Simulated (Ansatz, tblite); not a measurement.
# N-butyl-N-methylpyrrolidinium cyclic bis(sulfonyl)imide (C12H20F6N2O4S2): one state, many levels

The task here is to estimate one member of a computed series from the others.

Computed with Ansatz 0.2.0, Gaussian basis. Level: as each input shows.

Levels to be run: GFN1-xTB, GFN2-xTB, PBE-D4/def2-TZVP, r2SCAN-D4/def2-TZVP, BHLYP-D4/def2-TZVP, B3LYP-D4/def2-TZVP, B97M-V/def2-TZVP, PBE-D4/def2-SVP, PBE0-D4/def2-SVP, HF/6-31G, B3LYP-D4/6-31G, MP2/def2-SVP, RPA/def2-SVP.

**The relaxed structure**

The singlet was relaxed beforehand with PBE-D4/def2-SVP.

46 atoms, charge 0, spin multiplicity 1.

Bond lengths: C1–C2 1.528 Å, C1–H11 1.111 Å, C1–H12 1.108 Å, C1–H13 1.109 Å, C2–C3 1.537 Å, C2–H14 1.113 Å, C2–H15 1.110 Å, C3–C4 1.521 Å, C3–H16 1.114 Å, C3–H17 1.110 Å, C4–N5 1.530 Å, C4–H18 1.106 Å, C4–H19 1.110 Å, N5–C6 1.502 Å, N5–C7 1.546 Å, N5–C10 1.530 Å, C6–H20 1.109 Å, C6–H21 1.105 Å and more. Angles: C2–C1–H11 112.0°, C2–C1–H12 111.2°, C2–C1–H13 109.9°, H11–C1–H12 107.6°, H11–C1–H13 108.2°, H12–C1–H13 107.8°, C1–C2–C3 112.2°, C1–C2–H14 110.8°, C1–C2–H15 109.0°, C3–C2–H14 109.3°, C3–C2–H15 108.3°, H14–C2–H15 107.0°, C2–C3–C4 110.9°, C2–C3–H16 109.4°, C2–C3–H17 108.4°, C4–C3–H16 111.6°, C4–C3–H17 109.3°, H16–C3–H17 107.1° and more.

PBE0-D4/def2-TZVP was run before; its log isn't repeated, and its numbers join the tables.

The first run:

Tight binding, by tblite at 300 K electronic temperature and without a spin-polarisation term:

```python
tblite.interface.Calculator('GFN1-xTB', numbers, positions, charge=0, uhf=0).singlepoint()
```

Tight binding, by tblite at 300 K electronic temperature and without a spin-polarisation term:

```python
tblite.interface.Calculator('GFN2-xTB', numbers, positions, charge=0, uhf=0).singlepoint()
```

start.molden holds the orbitals of an earlier run on this state, given as this run's starting guess.

Contents of in.yaml:

```yaml
crystal:
  periodic: [false, false, false]
  atoms:
    - {symbol: C, position_ang: [4.076479, 0.541238, -1.057456]}
    - {symbol: C, position_ang: [2.727145, -0.014066, -1.511956]}
    - {symbol: C, position_ang: [1.563883, 0.925129, -1.154991]}
    - {symbol: C, position_ang: [0.225164, 0.234103, -1.363945]}
    - {symbol: N, position_ang: [-0.998867, 1.149609, -1.303740]}
    - {symbol: C, position_ang: [-0.925159, 2.089341, -0.133903]}
    - {symbol: C, position_ang: [-2.274793, 0.280130, -1.217308]}
    - {symbol: C, position_ang: [-3.178470, 0.762978, -2.345620]}
    - {symbol: C, position_ang: [-2.178179, 1.185363, -3.427611]}
    - {symbol: C, position_ang: [-1.134613, 1.934602, -2.609988]}
    - {symbol: H, position_ang: [4.278050, 1.545668, -1.486868]}
    - {symbol: H, position_ang: [4.907380, -0.126345, -1.360798]}
    - {symbol: H, position_ang: [4.096406, 0.627417, 0.047920]}
    - {symbol: H, position_ang: [2.725666, -0.201997, -2.609242]}
    - {symbol: H, position_ang: [2.552792, -0.990578, -1.014741]}
    - {symbol: H, position_ang: [1.642307, 1.857253, -1.760058]}
    - {symbol: H, position_ang: [1.663621, 1.217829, -0.089207]}
    - {symbol: H, position_ang: [0.074097, -0.544864, -0.592876]}
    - {symbol: H, position_ang: [0.168882, -0.260422, -2.355615]}
    - {symbol: H, position_ang: [-0.708675, 1.508029, 0.784921]}
    - {symbol: H, position_ang: [-1.897520, 2.607120, -0.047621]}
    - {symbol: H, position_ang: [-0.121631, 2.824328, -0.315763]}
    - {symbol: H, position_ang: [-1.958581, -0.770417, -1.350091]}
    - {symbol: H, position_ang: [-2.685942, 0.358174, -0.193249]}
    - {symbol: H, position_ang: [-3.790852, 1.632135, -2.025393]}
    - {symbol: H, position_ang: [-3.876653, -0.031990, -2.670272]}
    - {symbol: H, position_ang: [-1.732342, 0.296636, -3.921743]}
    - {symbol: H, position_ang: [-2.612686, 1.824970, -4.219874]}
    - {symbol: H, position_ang: [-1.497437, 2.946818, -2.347117]}
    - {symbol: H, position_ang: [-0.136499, 2.031788, -3.074428]}
    - {symbol: O, position_ang: [-2.505334, -0.130564, 2.013025]}
    - {symbol: S, position_ang: [-1.346526, -1.051002, 1.888527]}
    - {symbol: O, position_ang: [-1.359747, -2.059993, 0.797167]}
    - {symbol: N, position_ang: [-0.000530, -0.124784, 1.993611]}
    - {symbol: S, position_ang: [1.467337, -0.873574, 1.993773]}
    - {symbol: O, position_ang: [2.490942, 0.175666, 2.181895]}
    - {symbol: O, position_ang: [1.651332, -1.904639, 0.942039]}
    - {symbol: C, position_ang: [1.367525, -1.849411, 3.619082]}
    - {symbol: F, position_ang: [2.465558, -2.625906, 3.726568]}
    - {symbol: F, position_ang: [1.341286, -0.968755, 4.640833]}
    - {symbol: C, position_ang: [0.104941, -2.762956, 3.697946]}
    - {symbol: F, position_ang: [0.211671, -3.736473, 2.767472]}
    - {symbol: F, position_ang: [0.091429, -3.340270, 4.932754]}
    - {symbol: C, position_ang: [-1.264183, -2.039943, 3.505715]}
    - {symbol: F, position_ang: [-2.245411, -2.965691, 3.501760]}
    - {symbol: F, position_ang: [-1.463237, -1.181684, 4.526447]}
basis:
  gaussian: {orbitals: def2-TZVP, fitting: {mean_field: def2-universal-jkfit}, initial_orbitals: start.molden}
hamiltonian: {xc: pbe, dispersion: d4}
scf: {omitted_lower_state_checks: [starts]}
output: {orbitals: {seedname: orbitals}}
```

Command:

```console
$ ansatz run in.yaml --threads 2 --pin off --events-out ev --progress --plain --max-ram 22528MiB --backend cuda --devices 0, --max-vram 18GiB
```

Among the steps run: PBE-D4/def2-TZVP; r2SCAN-D4/def2-TZVP; BHLYP-D4/def2-TZVP; B3LYP-D4/def2-TZVP; B97M-V/def2-TZVP; PBE-D4/def2-SVP; PBE0-D4/def2-SVP; HF/6-31G; B3LYP-D4/6-31G; MP2/def2-SVP; RPA/def2-SVP.

One of the session's tables, all rows but one given; the rest of the session is left out.

It belongs to the step «Binding energy». 

| level | binding an atom (eV) |
| --- | --- |
| HF/6-31G | 2.163 |
| HF/def2-SVP | 2.771 |
| PBE-D4/def2-SVP | 4.341 |
| PBE-D4/def2-TZVP | 4.324 |
| r2SCAN-D4/def2-TZVP | 4.181 |
| B97M-V/def2-TZVP | 4.150 |
| B3LYP-D4/6-31G | 3.668 |
| B3LYP-D4/def2-TZVP | 4.133 |
| PBE0-D4/def2-SVP | 4.190 |
| PBE0-D4/def2-TZVP | 4.186 |
| BHLYP-D4/def2-TZVP | ? |
| MP2/def2-SVP | 3.974 |

Q: Estimate the row for BHLYP-D4/def2-TZVP from the others.

As computed: binding an atom (eV): 3.941. In the column «binding an atom (eV)» it lies between B3LYP-D4/6-31G (3.668) and MP2/def2-SVP (3.974).

Limits of these values: Free atoms were run apart at each level; binding is atoms less cluster, divided by the number of atoms, without zero-point or spin-orbit terms.
